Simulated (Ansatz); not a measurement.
# SbH2+ (singlet): wave-function methods side by side at a displaced geometry (v2), def2-SVP

An exercise on one series of results from a longer session: the logs are not shown, and one member is left open.

Computed with Ansatz 0.2.0, Gaussian basis. Level: def2-SVP, core rule «outside noble gas», up to 9 orbitals frozen.

To be run: UHF; CCSD(T) on RHF; CCSD(T) on UHF; BCCD(T) on RHF; CISD; CCSDT(Q) on RHF; CCSDT(Q) on UHF; CCSDTQ on RHF; CASSCF and MRCISD+Q, 6 electrons in 6 orbitals; CASSCF and NEVPT2, 6 electrons in 6 orbitals; Full CI.

14 further runs of the same task are left out: 7 that didn't finish, 7 set aside as unsound or not needed.

## The system

The geometry is a PBE0/def2-TZVP stationary point (not a proven minimum) with its atoms shifted at random (size 0.100 Å). No spin-orbit coupling is included. Elements past krypton take def2 core potentials.

3 atoms, charge 1, spin multiplicity 1.

Atoms are counted from 1 here; the program's logs count them from 0.

Bond lengths: Sb1–H2 1.714 Å, Sb1–H3 1.696 Å. Angles: H2–Sb1–H3 90.1°.

The first run:

in.yaml reads:

```yaml
crystal:
  periodic: [false, false, false]
  atoms:
    - {symbol: Sb, position_ang: [0.002061, -0.019514, -0.000122]}
    - {symbol: H, position_ang: [-0.162813, 1.194827, -1.198777]}
    - {symbol: H, position_ang: [-0.086192, 1.162422, 1.213522]}
basis:
  gaussian: {orbitals: def2-SVP}
total_charge: 1
magnetization: {spin_polarized: true, initial_magnetization: 0}
hamiltonian: {xc: hf}
output: {orbitals: {seedname: orbitals}}
```

Command:

```console
$ ansatz run in.yaml --threads 1 --pin off --events-out ev --progress --plain --max-ram 2393MiB
```

Steps of the session up to this table: UHF; CCSD(T) on RHF; CCSD(T) on UHF; BCCD(T) on RHF; CISD; CCSDT(Q) on RHF; CCSDT(Q) on UHF; CCSDTQ on RHF; CASSCF and MRCISD+Q, 6 electrons in 6 orbitals; CASSCF and NEVPT2, 6 electrons in 6 orbitals; Full CI.

One table of the session follows, with a row left open; its other results are not shown here.

```
          method  from FCI (kcal/mol)
             RHF               +66.56
             UHF               +66.46
            RMP2               +17.26
            CISD                +4.10
           RCCSD                +1.51
        RCCSD(T)                +0.35
         BCCD(T)                +0.35
          RCCSDT                    ?
       RCCSDT(Q)                +0.01
         RCCSDTQ                 0.00
  CASSCF valence               +33.92
  NEVPT2 valence                +9.63
  MRCISD valence                +1.04
MRCISD+Q valence                 0.00
             FCI                    0
```

**Question.** Estimate the row for RCCSDT.

The run gave: from FCI (kcal/mol): +0.06. In the column «from FCI (kcal/mol)» it lies between RCCSDT(Q) (+0.01) and RCCSD(T) (+0.35).

Not comparable, so not listed: CCSD(T) on UHF; CCSDT(Q) on UHF (they don't share determinant, frozen orbitals or solution with the rows shown, or repeat one).
